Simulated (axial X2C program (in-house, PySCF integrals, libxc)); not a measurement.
# SbCl⁺: EOM-IP-CCSD levels

Aim: EOM-IP-CCSD levels of SbCl⁺, with spin–orbit coupling in the Hamiltonian from the start.

Computed with an in-house X2C program for linear molecules on PySCF integrals. Level: two-component X2C with atomic mean-field terms, Sb dyall-cv3z, Cl dyall-av3z.

All values are calculated.

## Step 1: The job

task.json reads:

```json
{"zs": [51, 17], "q": 1, "bas": ["dyall-cv3z", "dyall-av3z"], "r0": 2.39, "eom": "ip", "rq": 0, "thr": -1.0, "nmax": 95, "grid": [1, 0.96, 1.045, 0.92, 1.09, 1.15]}
```

Keys: zs atomic numbers; q charge; bas basis sets; r0 starting distance in Å; eom kind of EOM run; thr threshold in hartree for freezing inner shells (an s shell follows its p shell); nmax most natural virtual spinors; grid distances as factors.

Run with:

```sh
> python soeom.py task.json out
```

Nuclei are Gaussian, cores are contracted, and the Gaunt term is on.

## Step 2: EOM-IP-CCSD at 2.351 Å

Reference: the closed shell SbCl; 12 electrons correlated, 94 virtual spinors; roots sought by Ω: 1/2: 4, 3/2: 3, 5/2: 1.

Output:

```text
two-component X2C + atomic mean field  HF
basis functions 186  fitting functions 958  grid points 5082
iter        total energy     max residual
   1      -6935.057174013     1.68e+00
   2      -6936.170213435     3.18e-02
   3      -6936.175080622     5.79e-03
   4      -6936.175583186     1.59e-03
   5      -6936.175641381     2.78e-04
   6      -6936.175650208     1.76e-04
   7      -6936.175653918     6.36e-05
   8      -6936.175655009     3.22e-05
   9      -6936.175655355     1.35e-05
  10      -6936.175655415     4.87e-06
  11      -6936.175655424     1.85e-06
  12      -6936.175655425     6.61e-07
converged
one-electron -9917.85974907  Coulomb 2987.37340385  exact exchange -196.98803757  xc functional 0.00000000  nuclear repulsion 195.14957119  atomic mean-field constant -3.85084383
correlated 12  virtual 256  natural virtual 94  E(MP2) -0.286811055  MP2 remainder -0.009559463
iter   CCSD correlation   residual
   1     -0.298118311   1.46e-01
   2     -0.308107691   8.13e-02
   3     -0.311009653   5.49e-02
   4     -0.312106401   3.75e-02
   5     -0.312844004   1.58e-02
   6     -0.312971419   5.49e-03
   7     -0.312992243   1.67e-03
   8     -0.313010914   6.92e-04
   9     -0.313004189   3.14e-04
  10     -0.313005320   1.27e-04
  11     -0.313004181   4.65e-05
  12     -0.313004364   2.40e-05
  13     -0.313004341   1.46e-05
  14     -0.313004275   7.96e-06
  15     -0.313004236   4.37e-06
  16     -0.313004174   2.47e-06
  17     -0.313004124   1.54e-06
  18     -0.313004087   9.94e-07
  19     -0.313004058   5.21e-07
  20     -0.313004055   1.83e-07
(T) -0.015681456  T1 0.0155  D1 0.0263  max T2 0.288
EOM-IP-CCSD roots
2*Omega      energy/Eh   energy/eV  one-particle weight
    1       0.30917445      8.4131      0.957
    1       0.44148019     12.0133      0.914
    1       0.44482373     12.1043      0.910
    1       0.52323676     14.2380      0.020
    3       0.38467214     10.4675      0.019
    3       0.43162918     11.7452      0.848
    3       0.51340874     13.9706      0.000
    5       0.54399023     14.8027      0.000
```

T1 in the output is the amplitude norm over the root of the electron number; divide by √2 for the Lee–Taylor value.

```csv
Ω,vertical IE (eV),above lowest (cm⁻¹),spinor,weight
1/2,8.413,0,"81% Sb pπ, 11% Cl pπ",0.96
3/2,11.745,26880,92% Cl pπ,0.85
1/2,12.013,29040,"74% Cl pπ, 8% Cl pσ, 8% Sb pπ",0.91
1/2,12.104,29770,"44% Cl pσ, 23% Sb pσ, 13% Sb sσ",0.91
```

It took 11 s on 1 thread of Arm Neoverse V1, shared host; peak memory 0.77 GiB.

## Step 3: EOM-IP-CCSD at 2.257 Å

```csv
Ω,vertical IE (eV),above lowest (cm⁻¹),spinor,weight
1/2,8.228,0,"79% Sb pπ, 11% Cl pπ",0.96
3/2,12.080,31070,91% Cl pπ,0.88
1/2,12.184,31910,"45% Cl pσ, 26% Sb pσ, 20% Sb sσ",0.91
1/2,12.397,33630,"83% Cl pπ, 11% Sb pπ",0.91
```

Run time: 9.8 s. Hardware: 1 thread of Arm Neoverse V1, shared host; peak memory 0.78 GiB.

## Step 4: EOM-IP-CCSD at 2.457 Å

```csv
Ω,vertical IE (eV),above lowest (cm⁻¹),spinor,weight
1/2,8.610,0,"82% Sb pπ, 11% Cl pπ",0.95
3/2,11.418,22650,94% Cl pπ,0.75
1/2,11.648,24500,"86% Cl pπ, 10% Sb pπ",0.91
1/2,11.922,26710,"57% Cl pσ, 24% Sb pσ, 11% Sb sσ",0.92
```

Wall time 12 s (1 thread of Arm Neoverse V1, shared host); peak memory 0.8 GiB.

## Step 5: EOM-IP-CCSD at 2.163 Å

```csv
Ω,vertical IE (eV),above lowest (cm⁻¹),spinor,weight
1/2,8.034,0,"77% Sb pπ, 11% Cl pπ, 7% Cl dπ",0.96
1/2,12.224,33800,"39% Cl pσ, 28% Sb pσ, 25% Sb sσ",0.90
3/2,12.453,35650,89% Cl pπ,0.90
1/2,12.793,38390,"84% Cl pπ, 11% Sb pπ",0.91
```

Wall time 9.5 s (1 thread of Arm Neoverse V1, shared host); peak memory 0.8 GiB.

## Step 6: EOM-IP-CCSD at 2.563 Å

```csv
Ω,vertical IE (eV),above lowest (cm⁻¹),spinor,weight
1/2,8.793,0,"82% Sb pπ, 12% Cl pπ",0.95
1/2,11.310,20300,"86% Cl pπ, 11% Sb pπ",0.91
1/2,11.698,23430,"63% Cl pσ, 23% Sb pσ, 8% Sb sσ",0.92
```

It took 12 s on 1 thread of Arm Neoverse V1, shared host; peak memory 0.81 GiB.

## Step 7: EOM-IP-CCSD at 2.704 Å

```csv
Ω,vertical IE (eV),above lowest (cm⁻¹),spinor,weight
1/2,9.010,0,"81% Sb pπ, 13% Cl pπ",0.95
3/2,10.543,12360,96% Cl pπ,0.70
1/2,10.908,15310,"85% Cl pπ, 12% Sb pπ",0.91
1/2,11.358,18940,"67% Cl pσ, 22% Sb pσ",0.92
```

It took 12 s on 1 thread of Arm Neoverse V1, shared host; peak memory 0.81 GiB.

## Step 8: Curves of the states

Energies in eV from the lowest point of the lowest state; states are followed by energy order within each Ω.

```csv
R (Å),(1)Ω=1/2,(2)Ω=1/2,(3)Ω=1/2
2.163,0.0850,4.2755,4.8445
2.257,0.0000,3.9563,4.1693
2.351,0.0918,3.6920,3.7830
2.457,0.3321,3.3702,3.6439
2.563,0.6602,3.1777,3.5658
2.704,1.1638,3.0619,3.5116
```

Constants where the minimum is well bracketed (masses 120.904 and 34.969 u):

```csv
state,Te (cm⁻¹),Re (Å),ωe (cm⁻¹)
(1)Ω=1/2,0,2.249,453
```

## Step 9: Results

| quantity | value |
| --- | --- |
| lowest root at 2.351 Å | Ω = 1/2, 8.413 eV |
| next root led by one particle | Ω = 3/2, about 26880 cm⁻¹ higher |
| T1 of the reference | 0.011 |
| lowest state, Re and ωe | 2.249 Å, 453 cm⁻¹ |

In words: Removing an electron from the reference determinant of SbCl costs 8.41 eV and empties a spinor of 81% Sb pπ, 11% Cl pπ. The closed-shell reference lies 0.40 eV above the lowest determinant found, so these energies count from an excited configuration. Errors of 0.1 to 0.3 eV are usual at this size, and roots led by higher excitations are left out, so the list is incomplete, and low states of that kind can be missing. T1 or the largest double amplitude of the reference is raised, which lowers the reliability. The bond is 0.119 Å shorter than in the closed-shell reference at CCSD (2.368 Å).
